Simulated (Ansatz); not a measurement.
# CH4F2GeOSe: basis-set convergence

One table from this session's results is given with a row withheld; the runs are named, their logs left out.

Program: Ansatz 0.2.0, Gaussian basis. Level of theory: one geometry, several basis sets. These are calculated values, not measurements.

The runs, in order: PBE0-D4/def2-SVP; ωB97M-V/def2-SVP; PBE0-D4/def2-QZVPP; ωB97M-V/def2-QZVPP; the functionals' def2-TZVPP values are taken from earlier runs.

**The relaxed structure**

All runs share one geometry, relaxed beforehand with PBE0-D4 in a triple-zeta def2 set.

SMILES `C[O][Ge]([F])([F])[SeH]`, 10 atoms, charge 0, spin multiplicity 1.

Atoms are counted from 1 here; the program's logs count them from 0.

Bond lengths: C1–O2 1.419 Å, C1–H7 1.094 Å, C1–H8 1.095 Å, C1–H9 1.090 Å, O2–Ge3 1.741 Å, Ge3–F4 1.721 Å, Ge3–F5 1.711 Å, Ge3–Se6 2.316 Å, Se6–H10 1.470 Å. Angles: O2–C1–H7 111.3°, O2–C1–H8 111.9°, O2–C1–H9 107.1°, H7–C1–H8 109.0°, H7–C1–H9 108.9°, H8–C1–H9 108.7°, C1–O2–Ge3 120.4°, O2–Ge3–F4 110.1°, O2–Ge3–F5 103.8°, O2–Ge3–Se6 116.6°, F4–Ge3–F5 106.4°, F4–Ge3–Se6 106.0°, F5–Ge3–Se6 113.4°, Ge3–Se6–H10 90.1°.

As a file:

```
C    -0.0384   -1.5426    0.4786
O     0.8550   -0.4446    0.3808
Ge    0.2445    1.1715    0.1628
F    -0.6873    1.6427    1.5310
F     1.6514    2.1456    0.1788
Se   -1.1047    1.5316   -1.6845
H    -0.5978   -1.5166    1.4182
H    -0.7464   -1.5691   -0.3567
H     0.5655   -2.4502    0.4528
H    -0.0587    0.9804   -2.5587
```

The first run:

in.yaml

```yaml
crystal:
  periodic: [false, false, false]
  atoms:
    - {symbol: C, position_ang: [-0.038420, -1.542566, 0.478614]}
    - {symbol: O, position_ang: [0.855026, -0.444648, 0.380801]}
    - {symbol: Ge, position_ang: [0.244463, 1.171462, 0.162783]}
    - {symbol: F, position_ang: [-0.687309, 1.642724, 1.531004]}
    - {symbol: F, position_ang: [1.651444, 2.145589, 0.178830]}
    - {symbol: Se, position_ang: [-1.104723, 1.531636, -1.684515]}
    - {symbol: H, position_ang: [-0.597825, -1.516594, 1.418237]}
    - {symbol: H, position_ang: [-0.746416, -1.569063, -0.356733]}
    - {symbol: H, position_ang: [0.565542, -2.450154, 0.452804]}
    - {symbol: H, position_ang: [-0.058682, 0.980415, -2.558725]}
basis:
  gaussian: {orbitals: def2-SVP}
hamiltonian: {xc: pbe0, dispersion: d4}
output: {orbitals: {seedname: orbitals}}
```

Among the steps run: PBE0-D4 in def2-SVP; ωB97M-V in def2-SVP; PBE0-D4 in def2-QZVPP; ωB97M-V in def2-QZVPP.

One table of the session follows, with a row left open; its other results are not shown here.

It belongs to the step «Functionals by basis». 

```
functional       basis  HOMO (eV)
   PBE0-D4    def2-SVP      -7.91
   PBE0-D4  def2-TZVPP          ?
   PBE0-D4  def2-QZVPP      -8.03
   ωB97M-V    def2-SVP     -10.09
   ωB97M-V  def2-TZVPP     -10.20
   ωB97M-V  def2-QZVPP     -10.23
```

Q: Estimate the row for PBE0-D4, def2-TZVPP from the others.

As computed: HOMO (eV): -8.00. In the column «HOMO (eV)» it lies between PBE0-D4, def2-QZVPP (-8.03) and PBE0-D4, def2-SVP (-7.91).
